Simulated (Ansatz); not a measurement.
This session for a ranking of polymorphs by energy of 2 structures of NbRu3 with Ansatz 0.2.0 through its Python package holds a mistake.

Notebook, run cell by cell (the value of a cell's last expression is shown):

In [1]:
```python
from dataclasses import dataclass

import ansatz as az
from ase import Atoms
import numpy as np
from tabulate import tabulate
```

In [2]:
```python
@dataclass
class Options:
    k_spacing: float = 0.33
    filling: str = "fermi_dirac"
    smearing_width: float = 0.1
    max_scf: int = 4
```

In [3]:
```python
settings = Options()
```

In [4]:
```python
def run_phase(name, crystal):
    calc = (
        crystal.calculation()
        .functional(az.Functional.R2SCAN)
        .basis(48 * az.Ry)
        .kpoints(spacing=settings.k_spacing)
        .occupations(settings.filling, width=settings.smearing_width)
        .scf(max_iterations=settings.max_scf)
        .stress()
        .band_table()
    )
    calc = calc.relax(force_tolerance=0.03, max_steps=30, fix_cell=["shape"])
    return calc.run(threads=1)
```

In [5]:
```python
def pressure_gpa(outcome):
    return float(np.trace(outcome.report["stress_gpa"]) / 3)
```

In [6]:
```python
def volume_per_atom(outcome):
    return abs(np.linalg.det(outcome.lattice.cell_ang)) / len(outcome.lattice.sites)
```

In [7]:
```python
phases = {}
pm_3m = (
    az.Lattice.from_parameters(3.88, 3.88, 3.88, alpha=90.0, beta=90.0, gamma=90.0)
    .atom("Nb", (0.0, 0.0, 0.0))
    .atom("Ru", (0.0, 0.5, 0.5))
    .atom("Ru", (0.5, 0.0, 0.5))
    .atom("Ru", (0.5, 0.5, 0.0))
)
phases["Pm-3m"] = pm_3m
atoms = Atoms(
    ["Nb", "Ru", "Ru", "Ru"],
    scaled_positions=[
        (0.0, 0.0, 0.5),
        (0.0, 0.0, 0.0),
        (1 / 3, 2 / 3, 0.764906),
        (1 / 3, 2 / 3, 0.235094),
    ],
    cell=[
        (2.77506, 0.0, 0.0),
        (-1.38753, 2.403273, 0.0),
        (0.0, 0.0, 9.013267),
    ],
    pbc=True,
)
p_6m2 = az.Crystal.from_ase(atoms)
phases["P-6m2"] = p_6m2
```

In [8]:
```python
done = {}
for name, crystal in phases.items():
    try:
        done[name] = run_phase(name, crystal)
    except az.NonConvergedError as error:
        print(name, "did not converge:", str(error)[:120])
```
```text
Pm-3m did not converge: did not converge after 4 iterations: dr2 = 5.88e-5 (threshold 1.00e-7), under the density mixer `msr1`, which `scf.mixin
P-6m2 did not converge: did not converge after 4 iterations: dr2 = 1.28e-3 (threshold 1.00e-7), under the density mixer `msr1`, which `scf.mixin
```

In [9]:
```python
energy = {name: o.report["energy_sigma0_ev"] / len(o.lattice.sites) for name, o in done.items()}
lowest = min(energy.values())
rows = [(name, len(o.lattice.sites), 1000 * (energy[name] - lowest), pressure_gpa(o), volume_per_atom(o)) for name, o in done.items()]
rows.sort(key=lambda row: row[2])
print(tabulate(rows, headers=["phase", "atoms", "dE (meV/atom)", "P (GPa)", "V (A^3/atom)"], floatfmt=".4f", tablefmt="plain"))
```
```text
Traceback (most recent call last):
  File "<cell 9>", line 2, in <module>
    lowest = min(energy.values())
ValueError: min() iterable argument is empty
```

Why does it end like this?

The fault: the SCF is allowed too few iterations. The change:

```diff
--- before
+++ after
@@
     smearing_width: float = 0.1
-    max_scf: int = 4
 
@@
         .occupations(settings.filling, width=settings.smearing_width)
-        .scf(max_iterations=settings.max_scf)
         .stress()
```

Run as a notebook:

(earlier cells as before)

**Cell 2**
```python
@dataclass
class Options:
    k_spacing: float = 0.33
    filling: str = "fermi_dirac"
    smearing_width: float = 0.1
```

**Cell 3**
```python
settings = Options()
```

**Cell 4**
```python
def run_phase(name, crystal):
    calc = (
        crystal.calculation()
        .functional(az.Functional.R2SCAN)
        .basis(48 * az.Ry)
        .kpoints(spacing=settings.k_spacing)
        .occupations(settings.filling, width=settings.smearing_width)
        .stress()
        .band_table()
    )
    calc = calc.relax(force_tolerance=0.03, max_steps=30, fix_cell=["shape"])
    return calc.run(threads=1)
```

**Cell 5**
```python
def pressure_gpa(outcome):
    return float(np.trace(outcome.report["stress_gpa"]) / 3)
```

**Cell 6**
```python
def volume_per_atom(outcome):
    return abs(np.linalg.det(outcome.lattice.cell_ang)) / len(outcome.lattice.sites)
```

**Cell 7**
```python
phases = {}
pm_3m = (
    az.Lattice.from_parameters(3.88, 3.88, 3.88, alpha=90.0, beta=90.0, gamma=90.0)
    .atom("Nb", (0.0, 0.0, 0.0))
    .atom("Ru", (0.0, 0.5, 0.5))
    .atom("Ru", (0.5, 0.0, 0.5))
    .atom("Ru", (0.5, 0.5, 0.0))
)
phases["Pm-3m"] = pm_3m
atoms = Atoms(
    ["Nb", "Ru", "Ru", "Ru"],
    scaled_positions=[
        (0.0, 0.0, 0.5),
        (0.0, 0.0, 0.0),
        (1 / 3, 2 / 3, 0.764906),
        (1 / 3, 2 / 3, 0.235094),
    ],
    cell=[
        (2.77506, 0.0, 0.0),
        (-1.38753, 2.403273, 0.0),
        (0.0, 0.0, 9.013267),
    ],
    pbc=True,
)
p_6m2 = az.Crystal.from_ase(atoms)
phases["P-6m2"] = p_6m2
```

**Cell 8**
```python
done = {}
for name, crystal in phases.items():
    try:
        done[name] = run_phase(name, crystal)
    except az.NonConvergedError as error:
        print(name, "did not converge:", str(error)[:120])
```

**Cell 9**
```python
energy = {name: o.report["energy_sigma0_ev"] / len(o.lattice.sites) for name, o in done.items()}
lowest = min(energy.values())
rows = [(name, len(o.lattice.sites), 1000 * (energy[name] - lowest), pressure_gpa(o), volume_per_atom(o)) for name, o in done.items()]
rows.sort(key=lambda row: row[2])
print(tabulate(rows, headers=["phase", "atoms", "dE (meV/atom)", "P (GPa)", "V (A^3/atom)"], floatfmt=".4f", tablefmt="plain"))
```
Output:
```text
phase      atoms    dE (meV/atom)    P (GPa)    V (A^3/atom)
Pm-3m          4           0.0000    -0.0196         14.5300
P-6m2          4         168.1019    -0.0205         14.5771
```

For the metals among these phases the mesh is modest: differences between phases can be off by up to 40 meV an atom. Atoms and volume are relaxed with the cell's shape held, which in cells of lower than cubic symmetry can hide stresses and shift volumes. Pressure is positive in compression. The cells come from databases of deposited and of computed structures, and not all need be stable phases. The ranking holds among these structures alone, at zero temperature; the ground state may be another structure. Differences under about 40 meV an atom lie within the error of mesh and functional. Wall time of the script: 86 s on 1 thread of Arm Neoverse V2, with other jobs on the host, peak memory 0.64 GiB.

(Lines on the test bed's own set-up are left out of the output.)
